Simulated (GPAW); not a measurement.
# Ta4O (P4/mmm) in GPAW: notebook

One crystal, Ta4O, is run at these levels: PBEsol, LDA; tasks: band structure, equation of state.

Everything below comes from runs of GPAW 26.7.0. Logs are shortened: lines on timing, memory, paths and dates and some standing lists are left out, and cuts for length are marked. The log counts tension as positive stress, the text compression.

## (1) The crystal as given

The structure is tetragonal, space group P4/mmm (No. 123). The conventional cell has a = 3.257 Å, b = 3.257 Å, c = 7.409 Å, α = 90.00°, β = 90.00°, γ = 90.00°. Ta (site symmetry 4/mmm) has 8 Ta at 2.81 Å as nearest neighbours. Around Ta (site symmetry 4mm) lie 1 O at 2.10 Å. Around Ta (site symmetry 4/mmm) lie 4 O at 2.30 Å. O (site symmetry 4/mmm) has 6 Ta at 2.10 to 2.30 Å as nearest neighbours.

The cell comes from a database or a generator and needn't be the stable form of this composition.

## (2) Band structure, PBEsol

File run.py:

```python
from ase import Atoms
from ase.dft.bandgap import bandgap
from ase.io import write
from ase.units import GPa
from gpaw import GPAW, PW, setup_paths

setup_paths.insert(0, '.')

atoms = Atoms(['Ta', 'Ta', 'Ta', 'Ta', 'O'],
              cell=[[3.257497, 0.0, 0.0],
                    [0.0, 3.257497, 0.0],
                    [0.0, 0.0, 7.409341]],
              scaled_positions=[[0.0, 0.0, 0.0],
                                [0.5, 0.5, 0.216842],
                                [0.5, 0.5, 0.783158],
                                [0.0, 0.0, 0.5],
                                [0.5, 0.5, 0.5]],
              pbc=True)

calc = GPAW(mode=PW(800),
            xc='PBEsol',
            kpts={'size': (6, 6, 3), 'gamma': True},
            occupations={'name': 'fermi-dirac', 'width': 0.05},
            nbands=52,
            convergence={'density': 1e-05, 'energy': 1e-05},
            maxiter=150,
            txt='gpaw.txt')
atoms.calc = calc
energy = atoms.get_potential_energy()
forces = atoms.get_forces()
stress = atoms.get_stress()
calc.write('gs.gpw')
write('result.traj', atoms)
print(f'Energy: {energy:.6f} eV')
print('Forces (eV/A):')
print(forces.round(4))
print('Stress (GPa):', (stress / GPa).round(3))
print('Fermi level:', round(calc.get_fermi_level(), 4), 'eV')
print(f'Gap: {bandgap(calc)[0]:.4f} eV, direct: {bandgap(calc, direct=True)[0]:.4f} eV')

path = atoms.cell.bandpath('GXMGZRAZ,XR,MA', npoints=60, eps=1e-4)
bs_calc = calc.fixed_density(kpts=path, symmetry='off', nbands=73,
                             convergence={'bands': 'CBM+6.0', 'eigenstates': 1e-6}, txt='bands.txt')
bs = bs_calc.band_structure()
bs.write('bs.json')
print(f'Gap on the path: {bandgap(bs_calc)[0]:.4f} eV')
```

Potentials or basis: PAW data sets generated in the run's folder for this functional, pw.

The run is started by

```
> gpaw-setup -f PBEsol O Ta
> OMP_NUM_THREADS=1 python run.py
```

gpaw.txt:

```text
__  _  _
 | _ |_)|_||  |
 |__||  | ||/\| - 26.7.0

Input parameters:
  mode=PW(ecut=800.0),
  convergence={'density': 1e-05, 'energy': 1e-05},
  kpts=MonkhorstPack(size=(6, 6, 3), gamma=True),
  maxiter=150,
  nbands=52,
  occupations=Occupations(name='fermi-dirac', width=0.05),
  xc=XC(name='PBEsol')

Diagonalizing LCAO Hamiltonian
Converting LCAO to pw mode
   .-------.
  /|       |
 * |       |
 | |  Ta   |
 | |       |
 | |  O    |
 Ta|       |
 | |       |
 | |  Ta   |
 | .-------.
 |/       /
 Ta------*

Atoms  # Å, Bohr magnetons
|   | symbol |        x |        y |        z |    initial magnetic moments |
|---|--------|----------|----------|----------|-----------------------------|
| 0 |     Ta | 0.000000 | 0.000000 | 0.000000 | ( 0.0000,  0.0000,  0.0000) |
| 1 |     Ta | 1.628748 | 1.628748 | 1.606656 | ( 0.0000,  0.0000,  0.0000) |
| 2 |     Ta | 1.628748 | 1.628748 | 5.802685 | ( 0.0000,  0.0000,  0.0000) |
| 3 |     Ta | 0.000000 | 0.000000 | 3.704671 | ( 0.0000,  0.0000,  0.0000) |
| 4 |      O | 1.628748 | 1.628748 | 3.704671 | ( 0.0000,  0.0000,  0.0000) |

Unit cell  # Å
| periodic |        x |        y |        z |  lengths |    angles |
|----------|----------|----------|----------|----------|-----------|
|      yes | 3.257497 | 0.000000 | 0.000000 | 3.257497 | 90.000000 |
|      yes | 0.000000 | 3.257497 | 0.000000 | 3.257497 | 90.000000 |
|      yes | 0.000000 | 0.000000 | 7.409341 | 7.409341 | 90.000000 |

Number of symmetries: 16
Symmetry operations  # r_c * U_cc + t_c -> r_c
|    | kind |            matrix            |
|----|------|------------------------------|
|  0 |  E   |  1, 0, 0,  0, 1, 0,  0, 0, 1 |
|  1 |  σ   |  1, 0, 0,  0, 1, 0,  0, 0,-1 |
|  2 |  σ   |  1, 0, 0,  0,-1, 0,  0, 0, 1 |
|  3 |  C2  |  1, 0, 0,  0,-1, 0,  0, 0,-1 |
|  4 |  σ   |  0, 1, 0,  1, 0, 0,  0, 0, 1 |
|  5 |  C2  |  0, 1, 0,  1, 0, 0,  0, 0,-1 |
|  6 |  C4  |  0, 1, 0, -1, 0, 0,  0, 0, 1 |
|  7 |  S4  |  0, 1, 0, -1, 0, 0,  0, 0,-1 |
|  8 |  C4  |  0,-1, 0,  1, 0, 0,  0, 0, 1 |
|  9 |  S4  |  0,-1, 0,  1, 0, 0,  0, 0,-1 |
| 10 |  σ   |  0,-1, 0, -1, 0, 0,  0, 0, 1 |
| 11 |  C2  |  0,-1, 0, -1, 0, 0,  0, 0,-1 |
| 12 |  σ   | -1, 0, 0,  0, 1, 0,  0, 0, 1 |
| 13 |  C2  | -1, 0, 0,  0, 1, 0,  0, 0,-1 |
| 14 |  C2  | -1, 0, 0,  0,-1, 0,  0, 0, 1 |
| 15 |  i   | -1, 0, 0,  0,-1, 0,  0, 0,-1 |

BZ-sampling:
  Number of BZ points: 108
  Number of IBZ points: 20

  Monkhorst-Pack size: [6, 6, 3]
  Monkhorst-Pack shift: [0.08333333333333333, 0.08333333333333333, 0.0]

K-points  # in reciprocal-cell coordinates
|     |                                coordinates |     weight |
|-----|--------------------------------------------|------------|
|   0 | (  0.00000000,   0.00000000,   0.00000000) | 0.00925926 |
|   1 | (  0.00000000,   0.00000000,   0.33333333) | 0.01851852 |
|   2 | (  0.16666667,   0.00000000,   0.00000000) | 0.03703704 |
|   3 | (  0.16666667,   0.00000000,   0.33333333) | 0.07407407 |
|   4 | (  0.16666667,   0.16666667,   0.00000000) | 0.03703704 |
|   5 | (  0.16666667,   0.16666667,   0.33333333) | 0.07407407 |
|   6 | (  0.33333333,   0.00000000,   0.00000000) | 0.03703704 |
|   7 | (  0.33333333,   0.00000000,   0.33333333) | 0.07407407 |
|   8 | (  0.33333333,   0.16666667,   0.00000000) | 0.07407407 |
|   9 | (  0.33333333,   0.16666667,   0.33333333) | 0.14814815 |
| ... |                                            |            |
|  19 | (  0.50000000,   0.50000000,   0.33333333) | 0.01851852 |

Plane wave coefficients: 4070
Cutoff: 800.0 eV

Spin-components: 1 (collinear spins)
Bands:           52
Projectors:      29
Spin-degeneracy: 2
Datatype:        complex128

Parallelization:
  kpt:    1
  domain: 1
  band:   1

Density:
  Valence electrons: 58.0
  Components: 1
  Grid points: [24 24 49]
  Charge: 0.0  # |e|

Potential:
  Grid points: [24 24 49]

species:
  Ta:
    name:    Tantalum
    Z:       73.0
    valence: 13
    core:    60
    charge:  0.0  # [|e|]
    compensation charges:
      type: gauss
      rc: 0.42  # [Å]
      lmax: 2
    cutoffs:
      filter: 2.36  # [Å]
      core: 3.45  # [Å]
    projectors
    | kind |    occ | energy [eV] | rcut [Å] |
    |------|--------|-------------|----------|
    |   5s |  2.000 |     -72.818 |    1.365 |
    |   6s |  2.000 |      -5.457 |    1.365 |
    |   5p |  6.000 |     -39.444 |    1.349 |
    |   6p |  0.000 |      -1.369 |    1.349 |
    |   5d |  3.000 |      -3.632 |    1.307 |
    |    d |        |      23.579 |    1.307 |

    Using partial waves for Ta as LCAO basis

  O:
    name:    Oxygen
    Z:       8.0
    valence: 6
    core:    2
    charge:  0.0  # [|e|]
    compensation charges:
      type: gauss
      rc: 0.21  # [Å]
      lmax: 2
    cutoffs:
      filter: 1.17  # [Å]
      core: 0.83  # [Å]
    projectors
    | kind |    occ | energy [eV] | rcut [Å] |
    |------|--------|-------------|----------|
    |   2s |  2.000 |     -23.808 |    0.688 |
    |   2p |  4.000 |      -8.972 |    0.598 |
    |    s |        |       3.404 |    0.688 |
    |    p |        |      18.239 |    0.598 |
    |    d |        |       0.000 |    0.619 |

    Using partial waves for O as LCAO basis

Reference energy: -1698218.528172  # eV

eigensolver:
  PPCG
  Converge bands: occupied
  niter=2

density mixing:
  MSR1-Mixer
  Pratt-step length: 0.05
  Maximum mixing coefficient: 0.75
  Old densities: 10
  SVD Regularization: 0.005
  Good broyden scale: 1.0
  Trust region scale: 1.0
  Backstep threshold: 4.0
  History deletion threshold: 6.0
  Fourier metric: weight=20.0, sigma=0.015

occupation numbers:
  Fermi-Dirac:
    width: 0.0500  # eV

poisson solver:
  ecut: 6400.0  # eV

xc functional:
  name: PBEsol with 2 nearest neighbor stencil

convergence criteria:
- Maximum integral of absolute [dens]ity change: 1e-05 electrons / valence electron
- Maximum [total energy] change in last 3 cyles: 1e-05 eV / valence electron
- Maximum integral of absolute [eigenst]ate change: 4e-08 eV^2 / valence electron
maximum number of iterations: 150

SCF iterations
|iter     | |      energy | eigst |  dens |
|---------|-|-------------|-------|-------|
|iter:   1| |  -53.752888 | +0.17 |       |
|iter:   2| |  -52.184106 | -1.96 | -1.10 |
|iter:   3| |  -51.069871 | -1.67 | -1.21 |
|iter:   4| |  -50.947766 | -2.26 | -1.49 |
|iter:   5| |  -50.907528 | -2.49 | -1.71 |
|iter:   6| |  -50.903199 | -3.32 | -1.98 |
|iter:   7| |  -50.907451 | -3.93 | -2.35 |
|iter:   8| |  -50.907859 | -5.22 | -3.24 |
|iter:   9| |  -50.907660c| -6.38 | -3.57 |
|iter:  10| |  -50.907697c| -7.48c| -4.12 |
|iter:  11| |  -50.907694c| -7.71c| -4.74 |
|iter:  12| |  -50.907695c| -8.37c| -5.34c|

Converged in 12 steps
Energy contributions relative to reference atoms: (reference = -1698218.528172)

Energy contributions:
  Kinetic:          22.540635
  Coulomb:         -26.579657
  Zero:             -0.807495
  External:          0.000000
  Xc:              -46.050817
  Entropy:          -0.020720
  Spinorbit:         0.000000
  ----------------------------
  Free energy:     -50.918055
  Extrapolated:    -50.907695

dipole moment: (-23.382623, -23.382623, -26.638577)  # |e|*Ang

Fermi level: 12.186
Eigenvalues  # (at kpt = [0.000, 0.000, 0.000])
| band index |      eig [eV] | occ [0-2] |
|------------|---------------|-----------|
|          0 |       -56.550 |     2.000 |
|        ... |               |           |
|         21 |         7.839 |     2.000 |
|         22 |         7.966 |     2.000 |
|         23 |         8.031 |     2.000 |
|         24 |         9.583 |     2.000 |
|         25 |        10.599 |     2.000 |
|         26 |        11.732 |     2.000 |
[... 8 lines left out ...]
|         35 |        13.835 |     0.000 |
|         36 |        14.570 |     0.000 |
|        ... |               |           |
|         51 |        29.089 |     0.000 |

No gap
No difference between direct/indirect transitions

Forces  # eV/Ang
|        x |        y |        z |
|----------|----------|----------|
|  0.00000 | -0.00000 |  0.00000 |  # Ta   0
|  0.00000 |  0.00000 |  0.12891 |  # Ta   1
|  0.00000 |  0.00000 | -0.12891 |  # Ta   2
|  0.00000 |  0.00000 |  0.00000 |  # Ta   3
| -0.00000 | -0.00000 |  0.00000 |  # O    4

Stress tensor  # eV/Ang^3
|        x |        y |        z |
|----------|----------|----------|
| 0.048069 | 0.000000 | 0.000000 |
| 0.000000 | 0.048069 | 0.000000 |
| 0.000000 | 0.000000 | 0.051410 |

# Writing to gs.gpw (mode='')
```

bands.txt:

```text
Diagonalizing LCAO Hamiltonian
Converting LCAO to pw mode
convergence criteria:
- Maximum integral of absolute [eigenst]ate change: 1e-06 eV^2 / valence electron
maximum number of iterations: 150

SCF iterations
|iter     | |      energy | eigst |  dens |
|---------|-|-------------|-------|-------|
|iter:   1| |             | +0.83 |       |
[... 65 lines left out ...]
         [0.        , 0.5       , 0.        ],
         [0.        , 0.5       , 0.16666667],
         [0.        , 0.5       , 0.33333333],
         [0.        , 0.5       , 0.5       ],
         [0.5       , 0.5       , 0.        ],
         [0.5       , 0.5       , 0.16666667],
         [0.5       , 0.5       , 0.33333333],
         [0.5       , 0.5       , 0.5       ]])),
  maxiter=150,
  nbands=73,
  occupations=Occupations(name='fermi-dirac', width=0.05),
  symmetry=Symmetry(point_group=False, time_reversal=False),
  xc=XC(name='PBEsol')
```

Wall time 3.8 min (1 thread of Arm Neoverse V2, shared host); peak memory 0.68 GiB.

Results:

| Quantity | Value |
| --- | --- |
| Free energy | -50.9181 eV |
| Pressure | -7.9 GPa |
| Largest force | 0.129 eV/Å |
| Band gap along the path | none (metal or under the smearing width) |

Forces on the atoms (eV/Å):
```
Ta   0.000  0.000  0.000
Ta   0.000  0.000  0.129
Ta   0.000  0.000 -0.129
Ta   0.000  0.000  0.000
O    0.000  0.000  0.000
```

Levels at the corners of the path, in eV from the Fermi level:
```csv
point,band 27,band 28,band 29,band 30,band 31,band 32
Γ,-0.45,-0.45,-0.19,0.50,1.00,1.00
X,-0.94,-0.68,0.22,0.87,0.97,1.28
M,-1.52,-0.68,-0.68,1.67,2.36,2.74
Γ,-0.45,-0.45,-0.19,0.50,1.00,1.00
Z,-0.52,-0.52,0.18,0.64,0.64,0.80
R,-1.04,-0.64,-0.43,1.08,1.26,1.50
A,-1.72,0.01,0.01,1.67,1.91,1.91
Z,-0.52,-0.52,0.18,0.64,0.64,0.80
X,-0.94,-0.68,0.22,0.87,0.97,1.28
R,-1.04,-0.64,-0.43,1.08,1.26,1.50
M,-1.52,-0.68,-0.68,1.67,2.36,2.74
A,-1.72,0.01,0.01,1.67,1.91,1.91
```

Caveat: spin-orbit coupling is left out, which moves the levels of the heavy elements.

## (3) Band structure, LDA

Changes to run.py since step 2:

```diff
@@ -4,5 +4,3 @@
 from ase.units import GPa
-from gpaw import GPAW, PW, setup_paths
-
-setup_paths.insert(0, '.')
+from gpaw import GPAW, PW
 
@@ -20,3 +18,3 @@
 calc = GPAW(mode=PW(800),
-            xc='PBEsol',
+            xc='LDA',
             kpts={'size': (6, 6, 3), 'gamma': True},
```

Potentials or basis: the program's PAW data sets (release 1.2.1) made for this functional, pw.

The run is started by

```
> OMP_NUM_THREADS=1 python run.py
```

Run time: 3.7 min. Hardware: 1 thread of Arm Neoverse V2, shared host; peak memory 0.68 GiB.

Results (log left out):

```yaml
Free_energy: -52.8731 eV
Pressure: -13.7 GPa
Largest_force: 0.142 eV/Å
Band_gap_along_the_path: none (metal or under the smearing width)
```

Forces in eV/Å, atoms in the order of the input:
```
Ta   0.000  0.000  0.000
Ta   0.000  0.000  0.142
Ta   0.000  0.000 -0.142
Ta   0.000  0.000  0.000
O    0.000  0.000  0.000
```

Stress tensor (GPa, compression positive):
```
-13.34   0.00   0.00
  0.00 -13.34   0.00
  0.00   0.00 -14.31
```

Levels at the corners of the path, in eV from the Fermi level:
```tsv
point	band 26	band 27	band 28	band 29	band 30	band 31	band 32	band 33
Γ	-1.58	-0.47	-0.47	-0.16	0.44	0.99	0.99	1.23
X	-1.07	-0.95	-0.65	0.22	0.85	0.96	1.35	1.70
M	-1.49	-1.49	-0.65	-0.65	1.63	2.31	2.83	2.83
Γ	-1.58	-0.47	-0.47	-0.16	0.44	0.99	0.99	1.23
Z	-0.59	-0.53	-0.53	0.19	0.62	0.62	0.72	0.99
R	-1.21	-1.06	-0.58	-0.44	1.07	1.28	1.49	1.81
A	-1.71	-1.71	0.07	0.07	1.63	1.94	1.94	2.81
Z	-0.59	-0.53	-0.53	0.19	0.62	0.62	0.72	0.99
X	-1.07	-0.95	-0.65	0.22	0.85	0.96	1.35	1.70
R	-1.21	-1.06	-0.58	-0.44	1.07	1.28	1.49	1.81
M	-1.49	-1.49	-0.65	-0.65	1.63	2.31	2.83	2.83
A	-1.71	-1.71	0.07	0.07	1.63	1.94	1.94	2.81
```

Caveat: spin-orbit coupling is left out, which moves the levels of the heavy elements.

## (4) Equation of state, LDA

File run.py:

```python
from ase import Atoms
from ase.eos import EquationOfState
from ase.io import Trajectory
from ase.units import GPa
from gpaw import GPAW, PW

atoms = Atoms(['Ta', 'Ta', 'Ta', 'Ta', 'O'],
              cell=[[3.257497, 0.0, 0.0],
                    [0.0, 3.257497, 0.0],
                    [0.0, 0.0, 7.409341]],
              scaled_positions=[[0.0, 0.0, 0.0],
                                [0.5, 0.5, 0.216842],
                                [0.5, 0.5, 0.783158],
                                [0.0, 0.0, 0.5],
                                [0.5, 0.5, 0.5]],
              pbc=True)

traj = Trajectory('eos.traj', 'w')
volumes, energies = [], []
for x in [0.94, 0.96, 0.98, 1.0, 1.02, 1.04, 1.06]:
    a = atoms.copy()
    a.set_cell(atoms.cell * x**(1 / 3), scale_atoms=True)
    calc = GPAW(mode=PW(800),
                xc='LDA',
                kpts={'size': (6, 6, 3), 'gamma': True},
                occupations={'name': 'fermi-dirac', 'width': 0.05},
                nbands=52,
                convergence={'density': 1e-05, 'energy': 1e-05},
                maxiter=150,
                txt=f'eos-{x:.2f}.txt')
    a.calc = calc
    energies.append(a.get_potential_energy(force_consistent=True))
    volumes.append(a.get_volume())
    p = -a.get_stress()[:3].mean() / GPa
    calc.write(f'eos-{x:.2f}.gpw')
    traj.write(a)
    print(f'{x:.2f} {volumes[-1]:10.4f} A^3 {energies[-1]:14.6f} eV {p:9.3f} GPa', flush=True)

v0, e0, B = EquationOfState(volumes, energies, eos='birchmurnaghan').fit()
print(f'V0 = {v0:.4f} A^3, E0 = {e0:.6f} eV, B0 = {B / GPa:.2f} GPa')
```

The run is started by

```
> OMP_NUM_THREADS=1 python run.py
```

It took 9.2 min on 1 thread of Arm Neoverse V2, shared host; peak memory 0.54 GiB.

Results (log left out):

| Property | Result |
| --- | --- |
| Equilibrium volume | 14.77 Å³/atom (rough: see the caveat) |
| Bulk modulus at fixed shape and positions | 248 GPa (rough) |

Energy against volume, from the lowest point:
```
volume (Å³/atom)  energy (meV/atom)
          14.781               0.00
          15.096               5.36
          15.410              19.93
          15.725              42.80
          16.039              73.14
          16.354             110.14
          16.668             153.06
```

Caveat: the minimum lies outside the volumes run; the cell was scaled at fixed shape and fractional positions, which overstates the stiffness of a crystal with free parameters, most of all of layers and chains. The run has no spin-orbit coupling, so splittings on Ta are missing.

## (5) The reference run

An earlier run on the cell as given: functional PBEsol; potentials or basis PAW data sets generated in the run's folder for this functional; cutoff 800 eV; basis pw; k mesh 8 × 8 × 4; occupations fermi-dirac, width 0.05 eV; no spin polarisation.

- Pressure: -7.9 GPa
- Largest force: 0.019 eV/Å
- Band gap on the k mesh: none (metal or under the smearing width)

## (6) The runs side by side

```tsv
task	level	potentials or basis	k mesh	band path	band points	pressure (GPa)	largest force (eV/Å)
band structure	PBEsol	PAW data sets generated in the run's folder for this functional, pw	6 × 6 × 3	GXMGZRAZ,XR,MA	60	-7.9	0.13
band structure	LDA	the program's PAW data sets (release 1.2.1) made for this functional, pw	6 × 6 × 3	GXMGZRAZ,XR,MA	60	-13.7	0.14
equation of state	LDA	the program's PAW data sets (release 1.2.1) made for this functional, pw	6 × 6 × 3	-	-	-	-
single point	PBEsol	PAW data sets generated in the run's folder for this functional, pw	8 × 8 × 4	-	-	-7.9	0.02
```

Alike in all rows: no spin polarisation; cell as given; cutoff (eV) 800; smearing fermi-dirac 0.05 eV.

Caveats: spin-orbit coupling is left out, which moves the levels of the heavy elements (some runs); the minimum lies outside the volumes run (some runs); the cell was scaled at fixed shape and fractional positions, which overstates the stiffness of a crystal with free parameters, most of all of layers and chains (some runs).

Total energies depend on the potentials used, so only differences within one code and one set of settings carry meaning.
